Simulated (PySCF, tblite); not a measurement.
# C6H14Ge: geometry, infrared bands and NMR shifts

Wanted: the infrared bands and NMR shifts of C6H14Ge (`C[CH2][GeH]1[CH2]CC[CH2]1`), by calculation.

Programs: tblite 0.8.0 and PySCF 2.14.0, with density-fitted response routines of our own. Each step states its level of theory. These are calculated values for one molecule in the gas phase, unless marked as measured. Atoms count from 0, in the outputs and in this text.

### 1 The molecule as given

21 atoms, charge 0, multiplicity 1; geometry from: force field or distance geometry start.

Bonds of the start (Å): C0–C1 1.52, C1–Ge2 1.93, Ge2–C3 1.92, C3–C4 1.52, C4–C5 1.54, C5–C6 1.53, C6–Ge2 1.94, C0–H7 1.12, C0–H8 1.11, C0–H9 1.10, C1–H10 1.12, C1–H11 1.11, Ge2–H12 1.56, C3–H13 1.12, C3–H14 1.12, C4–H15 1.11, C4–H16 1.11, C5–H17 1.11, C5–H18 1.10, C6–H19 1.11, C6–H20 1.11.

### 2 Geometry optimisation with GFN2-xTB

The job: settings as JSON, then the geometry in Å.

```
{"job": {"kind": "relax", "xc": "GFN2-xTB", "basis": "xTB"}, "charge": 0, "multiplicity": 1}
C      2.910500     0.543900     0.340600
C      1.764800    -0.326600     0.843000
Ge     0.067900     0.574800     0.651200
C     -1.407400    -0.596100     1.048000
C     -1.948700    -1.051700    -0.293300
C     -1.827100     0.102300    -1.311900
C     -0.427100     0.723400    -1.215700
H      2.943600     1.502700     0.918000
H      2.761400     0.768200    -0.735300
H      3.865200     0.016000     0.472600
H      1.926800    -0.563000     1.925300
H      1.740400    -1.284900     0.281300
H     -0.037700     1.925600     1.420100
H     -1.058200    -1.472200     1.654800
H     -2.187500    -0.029600     1.614500
H     -1.355000    -1.915100    -0.652800
H     -3.006900    -1.365000    -0.204100
H     -2.584600     0.872200    -1.069500
H     -2.010500    -0.261200    -2.335100
H      0.298400     0.138300    -1.816500
H     -0.437200     1.787400    -1.535700
```

Command:

```sh
$ OMP_NUM_THREADS=1 python probes_run.py task.json out
```

This one command runs all jobs of the session in turn.

Output:

```text
step      E/eV     max force
  0    -595.41310    1.632
  1    -595.54576    0.516
  2    -595.58769    0.438
  3    -595.60906    0.390
  4    -595.63424    0.309
  5    -595.65038    0.292
  6    -595.66347    0.272
  7    -595.67228    0.249
  8    -595.67859    0.190
  9    -595.68217    0.106
 10    -595.68456    0.091
 11    -595.68676    0.134
 12    -595.68974    0.162
 13    -595.69346    0.172
 14    -595.69697    0.137
 15    -595.69961    0.112
 16    -595.70189    0.149
 17    -595.70422    0.135
 18    -595.70643    0.099
 19    -595.70827    0.088
 20    -595.70973    0.099
 21    -595.71107    0.112
 22    -595.71236    0.079
 23    -595.71338    0.078
 24    -595.71410    0.061
 25    -595.71468    0.069
 26    -595.71530    0.066
 27    -595.71596    0.090
 28    -595.71651    0.072
 29    -595.71686    0.040
 30    -595.71709    0.036
 31    -595.71732    0.052
 32    -595.71754    0.059
 33    -595.71771    0.035
 34    -595.71780    0.020
 35    -595.71786    0.023
 36    -595.71794    0.040
 37    -595.71803    0.040
 38    -595.71809    0.023
 39    -595.71814    0.018
 40    -595.71818    0.024
 41    -595.71825    0.033
 42    -595.71834    0.041
 43    -595.71844    0.030
 44    -595.71850    0.022
 45    -595.71855    0.020
 46    -595.71860    0.023
 47    -595.71867    0.024
 48    -595.71872    0.018
 49    -595.71875    0.017
 50    -595.71878    0.015
 51    -595.71882    0.019
 52    -595.71886    0.020
 53    -595.71890    0.018
 54    -595.71894    0.020
 55    -595.71898    0.023
 56    -595.71903    0.025
 57    -595.71908    0.025
 58    -595.71914    0.025
 59    -595.71920    0.023
 60    -595.71927    0.023
 61    -595.71935    0.025
 62    -595.71943    0.026
 63    -595.71951    0.024
 64    -595.71958    0.021
 65    -595.71964    0.015
 66    -595.71968    0.016
 67    -595.71972    0.014
 68    -595.71975    0.013
 69    -595.71977    0.013
 70    -595.71979    0.011
 71    -595.71981    0.015
 72    -595.71983    0.020
 73    -595.71986    0.018
 74    -595.71988    0.009
```

Wall time 0.41 s (1 thread of Intel Xeon 6975P-C, shared host).

Step by step: (not every step is listed)

```tsv
step	energy from step 0 (eV)	largest force (eV/Å)
0	0.0000	1.6322
1	-0.1327	0.5164
2	-0.1746	0.4377
3	-0.1960	0.3903
4	-0.2211	0.3093
5	-0.2373	0.2919
6	-0.2504	0.2716
7	-0.2592	0.2485
8	-0.2655	0.1899
14	-0.2839	0.1370
20	-0.2966	0.0994
26	-0.3022	0.0664
32	-0.3044	0.0592
38	-0.3050	0.0228
44	-0.3054	0.0216
50	-0.3057	0.0153
56	-0.3059	0.0254
62	-0.3063	0.0261
68	-0.3066	0.0135
69	-0.3067	0.0134
70	-0.3067	0.0114
71	-0.3067	0.0147
72	-0.3067	0.0200
73	-0.3068	0.0182
74	-0.3068	0.0087
```

Distances of close pairs at the start and the end, largest changes first:

```tsv
bond	before (Å)	after (Å)	change (Å)
Ge2–C3	1.925	1.994	+0.069
C1–Ge2	1.931	1.996	+0.065
Ge2–C6	1.937	1.993	+0.056
Ge2–H12	1.558	1.521	-0.037
C3–H13	1.121	1.088	-0.033
C0–H7	1.120	1.088	-0.032
C1–H10	1.120	1.090	-0.029
C3–H14	1.118	1.090	-0.028
```

The next job starts from the end point, and lists it.

### 3 Infrared spectrum with GFN2-xTB

The job: settings as JSON, then the geometry in Å.

```
{"job": {"kind": "ir", "xc": "GFN2-xTB", "basis": "xTB"}, "charge": 0, "multiplicity": 1}
C      3.007095     0.553554     0.374456
C      1.861958    -0.296267     0.904531
Ge     0.072329     0.547670     0.638653
C     -1.482553    -0.631915     1.047900
C     -1.965648    -1.058089    -0.337004
C     -1.903282     0.146455    -1.274406
C     -0.480634     0.702572    -1.270076
H      3.027050     1.519891     0.874287
H      2.890455     0.728796    -0.693002
H      3.964066     0.060825     0.539794
H      2.008033    -0.491109     1.967120
H      1.854132    -1.264357     0.401197
H      0.021406     1.874706     1.380183
H     -1.239388    -1.495563     1.663888
H     -2.263884    -0.072073     1.561733
H     -1.308097    -1.839462    -0.726229
H     -2.979059    -1.462903    -0.295478
H     -2.592377     0.910952    -0.907553
H     -2.215510    -0.134221    -2.282638
H      0.164011     0.078618    -1.891546
H     -0.449023     1.711414    -1.676283
```

Output:

```text
mode    cm-1     km/mol
  1      42.4      0.00
  2      70.7      0.17
  3     100.7      0.27
  4     172.7      1.20
  5     231.1      1.56
  6     240.3      1.09
  7     278.1      1.62
  8     339.2     14.38
  9     464.4     11.10
 10     527.6     17.32
 11     556.9     61.91
 12     576.3     41.70
 13     601.9      2.50
 14     623.2    136.70
 15     733.1     62.27
 16     742.5     34.70
 17     785.2    115.59
 18     892.2      5.68
 19     915.7      0.21
 20     951.0      4.41
 21     967.7     13.03
 22    1005.9      8.00
 23    1015.4      0.68
 24    1042.2     14.67
 25    1069.9      8.44
 26    1102.6     10.21
 27    1108.2      7.54
 28    1179.6      0.94
 29    1210.3      0.98
 30    1231.6      4.46
 31    1250.4      3.51
 32    1256.6      0.39
 33    1258.5      1.56
 34    1326.0      1.95
 35    1337.5      2.40
 36    1412.5      0.71
 37    1460.0      0.18
 38    1460.4      0.37
 39    1467.9      1.22
 40    1491.2      0.58
 41    1499.6      0.11
 42    1500.8      2.17
 43    1502.3      3.41
 44    1869.1    489.00
 45    2951.0     25.10
 46    2952.7      5.18
 47    2957.5     16.68
 48    2962.8     50.77
 49    2967.6     25.84
 50    2973.4     46.37
 51    2974.5    123.95
 52    2977.5    110.60
 53    2994.7     11.00
 54    2999.4     75.29
 55    3010.2     64.41
 56    3019.9     49.62
 57    3026.2     25.10
```

Run time: 0.64 s. Hardware: 1 thread of Intel Xeon 6975P-C, shared host.

The strongest bands and the atoms that carry them (share of the mass-weighted mode):

```tsv
cm⁻¹	km/mol	atoms
623	136.7	H12 48 %, C3 19 %
733	62.3	H10 19 %, H11 19 %, H12 14 %, C1 13 %
785	115.6	H20 20 %, C6 16 %, H13 13 %, C3 11 %
1869	489.0	H12 98 %
2974	124.0	H18 29 %, H16 22 %, H15 19 %, H14 19 %
2978	110.6	H14 40 %, H16 14 %, H10 12 %, H17 10 %
2999	75.3	H20 73 %, H13 14 %
3010	64.4	H9 87 %
```

### 4 NMR shieldings: PBE0/pcSseg-1

The job, as its differences from that of step 3:

```diff
@@ -1,2 +1,2 @@
-{"job": {"kind": "ir", "xc": "GFN2-xTB", "basis": "xTB"}, "charge": 0, "multiplicity": 1}
+{"job": {"kind": "nmr", "xc": "PBE0", "basis": "pcSseg-1"}, "charge": 0, "multiplicity": 1}
 C      3.007095     0.553554     0.374456
```

Level: GIAO PBE0/pcSseg-1 NMR shielding, non-relativistic, gas phase.

Output:

```text
coarse grid: 73104 points
cycle   1  E = -2313.1669635457  dE = -1.648e-01  |g| = 9.640e-01  |ddm| = 4.009e+00
cycle   2  E = -2313.1122968892  dE =  5.467e-02  |g| = 1.049e+00  |ddm| = 1.174e+00
cycle   3  E = -2313.2698233194  dE = -1.575e-01  |g| = 9.240e-02  |ddm| = 7.508e-01
cycle   4  E = -2313.2715399406  dE = -1.717e-03  |g| = 2.998e-02  |ddm| = 1.038e-01
cycle   5  E = -2313.2717515031  dE = -2.116e-04  |g| = 6.857e-03  |ddm| = 3.058e-02
cycle   6  E = -2313.2717628029  dE = -1.130e-05  |g| = 1.597e-03  |ddm| = 7.896e-03
cycle   7  E = -2313.2717634407  dE = -6.379e-07  |g| = 4.561e-04  |ddm| = 1.916e-03
final grid: 155496 points
cycle   8  E = -2313.2718258932  dE = -7.130e-08  |g| = 5.506e-04  |ddm| = 2.744e-03
cycle   9  E = -2313.2718258441  dE =  4.912e-08  |g| = 7.100e-04  |ddm| = 1.049e-03
cycle  10  E = -2313.2718259679  dE = -1.238e-07  |g| = 4.206e-05  |ddm| = 5.858e-04
cycle  11  E = -2313.2718259684  dE = -4.366e-10  |g| = 1.128e-05  |ddm| = 4.721e-05
converged SCF energy = -2313.2718259684

GIAO shielding tensors (ppm)
atom      isotropic    diamagn.    paramagn.     s11        s22        s33       span
  0 C      174.780     245.655     -70.875    166.094    169.776    188.470     22.376
  1 C      174.978     251.091     -76.113    167.103    175.874    181.957     14.854
  2 Ge    1360.844    2756.200   -1395.356   1247.608   1409.846   1425.078    177.470
  3 C      171.976     250.826     -78.850    160.262    168.842    186.824     26.561
  4 C      154.393     248.840     -94.447    135.931    156.845    170.403     34.472
  5 C      154.374     248.065     -93.691    135.116    156.881    171.126     36.010
  6 C      172.575     250.225     -77.649    161.628    167.448    188.650     27.023
  7 H       30.639      28.989       1.649     25.668     29.092     37.155     11.487
  8 H       30.678      30.115       0.564     25.010     30.717     36.309     11.299
  9 H       30.237      26.908       3.329     24.763     27.124     38.824     14.061
 10 H       30.676      31.338      -0.662     24.604     29.582     37.842     13.237
 11 H       30.896      32.915      -2.019     25.404     30.569     36.715     11.311
 12 H       27.259      30.848      -3.589     20.758     22.084     38.934     18.177
 13 H       30.667      31.621      -0.955     25.595     28.223     38.182     12.587
 14 H       31.027      31.331      -0.304     25.299     28.064     39.718     14.419
 15 H       30.746      31.783      -1.037     26.710     27.935     37.593     10.883
 16 H       29.603      29.256       0.348     23.719     27.225     37.866     14.148
 17 H       30.739      30.858      -0.120     26.041     27.943     38.232     12.191
 18 H       29.562      29.340       0.223     23.671     27.240     37.775     14.104
 19 H       31.177      32.314      -1.137     25.231     29.589     38.711     13.479
 20 H       30.404      31.208      -0.804     24.849     28.055     38.307     13.459
```

Run time: 29 s. Hardware: 1 thread of Intel Xeon 6975P-C, shared host; peak memory 0.88 GiB.

The references, computed at this level on geometries of the same kind, shield at (ppm): 1H TMS 31.72, 13C TMS 186.9, 73Ge GeMe4 1331. Their shielding less the atom's gives the shift. The references are single molecules in the gas phase. Atoms listed in one row are averaged.

```tsv
atoms	environment	σ (ppm)	δ (ppm)
C4, C5	sp3 CH2 in a ring	154.4	32.5
C3, C6	sp3 CH2 bonded to Ge	172.3	14.6
C0	methyl carbon	174.8	12.1
C1	sp3 CH2 bonded to Ge	175.0	11.9
H12	hydrogen on a germanium bonded to 3 C, in a 5-membered ring	27.26	4.46
H15, H18	hydrogen on an sp3 CH2 in a ring	30.15	1.56
H16, H17	hydrogen on an sp3 CH2 in a ring	30.17	1.55
H7, H8, H9	hydrogen on a methyl carbon	30.52	1.20
H14, H20	hydrogen on an sp3 CH2 bonded to Ge	30.72	1.00
H10, H11	hydrogen on an sp3 CH2 bonded to Ge	30.79	0.93
H13, H19	hydrogen on an sp3 CH2 bonded to Ge	30.92	0.80
Ge2	germanium bonded to 3 C, H, in a 5-membered ring	1361	-30
```

The run also stored atomic charges by several schemes (e):

```tsv
atoms	Mulliken	IAO	Hirshfeld	ESP fit
C0	-0.27	-0.41	-0.12	-0.22
C1	-0.52	-0.49	-0.15	-0.02
Ge2	0.56	0.73	0.37	0.32
C3, C6	-0.47	-0.50	-0.16	-0.25
C4, C5	-0.21	-0.25	-0.07	-0.01
```

Mayer bond orders: C0–C1 1.04, C1–Ge2 0.96, Ge2–C3 0.96, C3–C4 1.01, C4–C5 1.03, C5–C6 1.01, C6–Ge2 0.96.

Ring of atoms Ge2, C3, C4, C5, C6: NICS(0) -5.6, NICS(1) -4.3, NICS(1)zz -2.5 ppm (means of both faces).

### 5 Summary of results

```
                                                               quantity                                         value
                              strongest single infrared mode (GFN2-xTB)                         1869 cm⁻¹, 489 km/mol
                                           zero-point energy (GFN2-xTB)                                113.8 kcal/mol
13C shifts against TMS (PBE0/pcSseg-1, means over atoms taken as alike)                    32.5, 14.6, 12.1, 11.9 ppm
 1H shifts against TMS (PBE0/pcSseg-1, means over atoms taken as alike)  4.46, 1.56, 1.55, 1.20, 1.00, 0.93, 0.80 ppm
                              73Ge shifts against GeMe4 (PBE0/pcSseg-1)                                       -30 ppm
```

What this shows: Over 74 steps the energy fell by 0.307 eV; of the close pairs, Ge2–C3 changed most, 1.925 to 1.994 Å. All 57 modes are real, so the xTB geometry is a minimum. The strongest single mode, at 1869 cm⁻¹, moves mainly H12. Unscaled tight-binding wavenumbers are off by several per cent, some by more. Its intensities can rank the bands wrongly. At PBE0/pcSseg-1: The largest span, 177 ppm, is at Ge2, where the paramagnetic term is -1395 ppm. Spin-orbit coupling is left out, which matters for shieldings and couplings at and beside the heavy atoms.
